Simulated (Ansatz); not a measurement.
**CH4GeS: how energies converge with the basis set**

Aim: see how fast density functionals converge with the basis set for CH4GeS.

Computed with Ansatz 0.2.0, Gaussian basis. Level: one geometry, several basis sets.

Plan: PBE0-D4/def2-SVP; ωB97M-V/def2-SVP; PBE0-D4/def2-QZVPP; ωB97M-V/def2-QZVPP; the functionals' def2-TZVPP values are taken from earlier runs.

### Step 1. The relaxed structure

All runs share one geometry, relaxed beforehand with PBE0-D4 in a triple-zeta def2 set.

SMILES `[CH2]1[S][GeH2]1`, 7 atoms, charge 0, spin multiplicity 1.

Atoms are counted from 1 here; the program's logs count them from 0.

Bond lengths: C1–S2 1.847 Å, C1–Ge3 1.927 Å, C1–H4 1.085 Å, C1–H5 1.085 Å, S2–Ge3 2.189 Å, Ge3–H6 1.526 Å, Ge3–H7 1.526 Å. Angles: S2–C1–Ge3 70.9°, S2–C1–H4 114.1°, S2–C1–H5 114.1°, Ge3–C1–H4 118.3°, Ge3–C1–H5 118.3°, H4–C1–H5 113.9°, C1–S2–Ge3 56.3°, C1–Ge3–S2 52.8°, C1–Ge3–H6 119.4°, C1–Ge3–H7 119.4°, S2–Ge3–H6 116.9°, S2–Ge3–H7 116.9°, H6–Ge3–H7 116.2°.

### Step 2. PBE0-D4 in def2-SVP

in.yaml

```yaml
crystal:
  periodic: [false, false, false]
  atoms:
    - {symbol: C, position_ang: [-0.765946, -0.226925, -0.570617]}
    - {symbol: S, position_ang: [-0.430690, -1.473871, 0.749398]}
    - {symbol: Ge, position_ang: [0.771938, 0.330457, 0.447896]}
    - {symbol: H, position_ang: [-0.609622, -0.595228, -1.579239]}
    - {symbol: H, position_ang: [-1.694935, 0.318442, -0.440431]}
    - {symbol: H, position_ang: [0.622145, 1.440316, 1.484729]}
    - {symbol: H, position_ang: [2.168310, 0.138708, -0.137436]}
basis:
  gaussian: {orbitals: def2-SVP}
hamiltonian: {xc: pbe0, dispersion: d4}
output: {orbitals: {seedname: orbitals}}
```

On the command line:

```
$ ansatz run in.yaml --threads 2 --pin off --events-out ev --progress --plain --max-ram 4352MiB
```

Output:

```text
Functional definition: PBE0
  name "PBE0"
  cite "Adamo & Barone, J. Chem. Phys. 110, 6158 (1999) doi:10.1063/1.478522"
  cite "Perdew, Burke & Ernzerhof, Phys. Rev. Lett. 77, 3865 (1996) doi:10.1103/PhysRevLett.77.3865"
  parent pbe
  parameter a = 0.25
  parameter kappa = 0.804
  parameter beta = 0.06672455060314922
  exchange = (1 - a)*pbe_x(kappa = kappa, mu = beta*pi^2/3) + a*exact_x
  correlation = pbe_c(beta = beta)
830 factors; integrals over basis functions are off by at most 1.4e-3 eV
mean field evaluation 1: about -68428.2307 eV, gradient 3.9e1 eV
mean field evaluation 2: about -68424.1032 eV, gradient 5.3e1 eV
mean field evaluation 4: about -68431.7185 eV, gradient 1.3e0 eV
mean field evaluation 8: about -68431.7757 eV, gradient 2.0e-2 eV
mean field evaluation 16: about -68431.7757 eV, gradient 1.2e-5 eV
mean field -68431.77574980 eV, -2514.8213740815 hartree, gradient 1.2e-5 eV, S^2 0.000000; 0 other end points of the search recorded, 0 dependent functions left out
reference -68431.77577286 eV, -2514.8213749289 hartree; 29, 29 occupied and 55, 55 virtual orbitals, 830 factors
Total energy: -68431.89735562 eV, -2514.8258430129 hartree
```

Run time: 1.1 s. Hardware: 2 threads of AMD EPYC 7B13, shared host.

### Step 3. ωB97M-V in def2-SVP

in.yaml, as its differences from that of step 2:

```diff
@@ -12,3 +12,3 @@
   gaussian: {orbitals: def2-SVP}
-hamiltonian: {xc: pbe0, dispersion: d4}
+hamiltonian: {xc: {name: wB97M-V}}
 output: {orbitals: {seedname: orbitals}}
```

Same command.

Output:

```text
Functional definition: wB97M-V
  name "wB97M-V"
  cite "Mardirossian & Head-Gordon, J. Chem. Phys. 144, 214110 (2016) doi:10.1063/1.4952647"
  cite "Becke, J. Chem. Phys. 107, 8554 (1997) doi:10.1063/1.475007"
  cite "Vydrov & Van Voorhis, J. Chem. Phys. 133, 244103 (2010) doi:10.1063/1.3521275"
  # Of w^i u^j: cxij and so on, Table III.
  parameter omega = 0.3/bohr
  parameter cx = 0.15
  parameter cx01 = 1.007
  parameter cx10 = 0.259
  parameter css00 = 0.443
  parameter css04 = -1.437
  parameter css10 = -4.535
  parameter css20 = -3.390
  parameter css43 = 4.278
  parameter cos00 = 1.000
  parameter cos10 = 1.358
  parameter cos20 = 2.924
  parameter cos21 = -8.812
  parameter cos60 = -1.390
  parameter cos61 = 9.142
  parameter b = 6.0
  parameter c = 0.01
  gx(w, u) = 1 - cx + cx01*u + cx10*w
  gss(w, u) = css00 + css04*u^4 + css10*w + css20*w^2 + css43*w^4*u^3
  gos(w, u) = cos00 + cos10*w + (cos20 + cos21*u)*w^2 + (cos60 + cos61*u)*w^6
  exchange = spin_sum(e_x_unif_sr(omega)*gx(b97_w, b97_u_x)) + cx*exact_x_sr(omega) + exact_x_lr(omega)
  correlation = spin_sum(e_c_pw_mod_same_spin*gss(b97_w, b97_u_same))
      + integral(e_c_pw_mod_opposite_spin*gos(b97_w_opposite, b97_u_opposite)) + vv10(b, c)
830 factors; integrals over basis functions are off by at most 1.4e-3 eV
241 factors; integrals over basis functions are off by at most 5.4e-6 eV
mean field evaluation 1: about -68437.6127 eV, gradient 2.8e1 eV
mean field evaluation 2: about -68438.0703 eV, gradient 2.6e1 eV
mean field evaluation 4: about -68439.4450 eV, gradient 5.8e-1 eV
mean field evaluation 8: about -68439.4809 eV, gradient 6.0e-2 eV
mean field evaluation 16: about -68439.4809 eV, gradient 2.3e-5 eV
mean field -68439.48090815 eV, -2515.1045334281 hartree, gradient 2.3e-5 eV, S^2 0.000000; 0 other end points of the search recorded, 0 dependent functions left out
reference -68439.48094423 eV, -2515.1045347541 hartree; 29, 29 occupied and 55, 55 virtual orbitals, 830 factors
Total energy: -68439.48094423 eV, -2515.1045347541 hartree
```

Wall time 4.1 s (2 threads of AMD EPYC 7B13, shared host); peak memory 0.25 GiB.

### Step 4. PBE0-D4 in def2-QZVPP

in.yaml, as its differences from that of step 3:

```diff
@@ -11,4 +11,4 @@
 basis:
-  gaussian: {orbitals: def2-SVP}
-hamiltonian: {xc: {name: wB97M-V}}
+  gaussian: {orbitals: "def2-QZVPP.json"}
+hamiltonian: {xc: pbe0, dispersion: d4}
 output: {orbitals: {seedname: orbitals}}
```

Same command.

Output:

```text
Functional definition: PBE0
  name "PBE0"
  cite "Adamo & Barone, J. Chem. Phys. 110, 6158 (1999) doi:10.1063/1.478522"
  cite "Perdew, Burke & Ernzerhof, Phys. Rev. Lett. 77, 3865 (1996) doi:10.1103/PhysRevLett.77.3865"
  parent pbe
  parameter a = 0.25
  parameter kappa = 0.804
  parameter beta = 0.06672455060314922
  exchange = (1 - a)*pbe_x(kappa = kappa, mu = beta*pi^2/3) + a*exact_x
  correlation = pbe_c(beta = beta)
1351 factors; their error is unknown
mean field evaluation 1: about -68439.6181 eV, gradient 5.2e1 eV
mean field evaluation 2: about -68431.0089 eV, gradient 7.5e1 eV
mean field evaluation 4: about -68445.4023 eV, gradient 2.4e0 eV
mean field evaluation 8: about -68445.4122 eV, gradient 6.5e-2 eV
mean field evaluation 16: about -68445.5651 eV, gradient 5.3e-5 eV
mean field -68445.56514399 eV, -2515.3281249713 hartree, gradient 5.3e-5 eV, S^2 0.000000; 0 other end points of the search recorded, 0 dependent functions left out
reference -68445.56517761 eV, -2515.3281262069 hartree; 29, 29 occupied and 307, 307 virtual orbitals, 1351 factors
Total energy: -68445.68676037 eV, -2515.3325942909 hartree
```

It took 7 s on 2 threads of AMD EPYC 7B13, shared host; peak memory 0.98 GiB.

### Step 5. ωB97M-V in def2-QZVPP

in.yaml, as its differences from that of step 4:

```diff
@@ -12,3 +12,3 @@
   gaussian: {orbitals: "def2-QZVPP.json"}
-hamiltonian: {xc: pbe0, dispersion: d4}
+hamiltonian: {xc: {name: wB97M-V}}
 output: {orbitals: {seedname: orbitals}}
```

Launched as before.

Output:

```text
Functional definition: wB97M-V
  name "wB97M-V"
  cite "Mardirossian & Head-Gordon, J. Chem. Phys. 144, 214110 (2016) doi:10.1063/1.4952647"
  cite "Becke, J. Chem. Phys. 107, 8554 (1997) doi:10.1063/1.475007"
  cite "Vydrov & Van Voorhis, J. Chem. Phys. 133, 244103 (2010) doi:10.1063/1.3521275"
  # Of w^i u^j: cxij and so on, Table III.
  parameter omega = 0.3/bohr
  parameter cx = 0.15
  parameter cx01 = 1.007
  parameter cx10 = 0.259
  parameter css00 = 0.443
  parameter css04 = -1.437
  parameter css10 = -4.535
  parameter css20 = -3.390
  parameter css43 = 4.278
  parameter cos00 = 1.000
  parameter cos10 = 1.358
  parameter cos20 = 2.924
  parameter cos21 = -8.812
  parameter cos60 = -1.390
  parameter cos61 = 9.142
  parameter b = 6.0
  parameter c = 0.01
  gx(w, u) = 1 - cx + cx01*u + cx10*w
  gss(w, u) = css00 + css04*u^4 + css10*w + css20*w^2 + css43*w^4*u^3
  gos(w, u) = cos00 + cos10*w + (cos20 + cos21*u)*w^2 + (cos60 + cos61*u)*w^6
  exchange = spin_sum(e_x_unif_sr(omega)*gx(b97_w, b97_u_x)) + cx*exact_x_sr(omega) + exact_x_lr(omega)
  correlation = spin_sum(e_c_pw_mod_same_spin*gss(b97_w, b97_u_same))
      + integral(e_c_pw_mod_opposite_spin*gos(b97_w_opposite, b97_u_opposite)) + vv10(b, c)
1311 factors; their error is unknown
276 factors; integrals over basis functions are off by at most 9.9e-6 eV
mean field evaluation 1: about -68450.1961 eV, gradient 3.8e1 eV
mean field evaluation 2: about -68450.4341 eV, gradient 3.8e1 eV
mean field evaluation 4: about -68453.1477 eV, gradient 1.3e0 eV
mean field evaluation 8: about -68453.1551 eV, gradient 4.3e-2 eV
mean field evaluation 16: about -68453.2408 eV, gradient 7.7e-5 eV
mean field -68453.24083072 eV, -2515.6102012557 hartree, gradient 7.7e-5 eV, S^2 0.000000; 0 other end points of the search recorded, 0 dependent functions left out
reference -68453.24088429 eV, -2515.6102032246 hartree; 29, 29 occupied and 307, 307 virtual orbitals, 1311 factors
Total energy: -68453.24088429 eV, -2515.6102032246 hartree
```

It took 15 s on 2 threads of AMD EPYC 7B13, shared host; peak memory 1.2 GiB.

### Step 6. Density functionals: the series

The def2-TZVPP values come from earlier runs at the same geometry.

```tsv
functional	basis	functions	energy (eV)	from the largest (eV)	HOMO (eV)	LUMO (eV)
PBE0-D4	def2-SVP	84	-68431.8974	13.789	-6.67	-0.28
PBE0-D4	def2-TZVPP	177	-68444.0729	1.614	-6.77	-0.47
PBE0-D4	def2-QZVPP	336	-68445.6868	0.000	-6.79	-0.63
ωB97M-V	def2-SVP	84	-68439.4809	13.760	-8.82	1.65
ωB97M-V	def2-TZVPP	177	-68451.6738	1.567	-8.95	1.39
ωB97M-V	def2-QZVPP	336	-68453.2409	0.000	-8.98	1.00
```

### Step 7. Outcome

| quantity | value |
| --- | --- |
| PBE0-D4: double and triple zeta above quadruple | 13.79, 1.61 eV |
| ωB97M-V: double and triple zeta above quadruple | 13.76, 1.57 eV |

What this shows: PBE0-D4 gains 12.18 eV from double to triple zeta, then 1.61 eV more. These are total energies; as a rule much of such shifts cancels in differences, which this series doesn't test. The LUMO of ωB97M-V is positive and keeps falling with the basis (1.65 to 1.00 eV): an unbound level that the basis holds in place.

For PBE0-D4 the largest set took about 6 times as long as the smallest (7 s against 1.1 s).
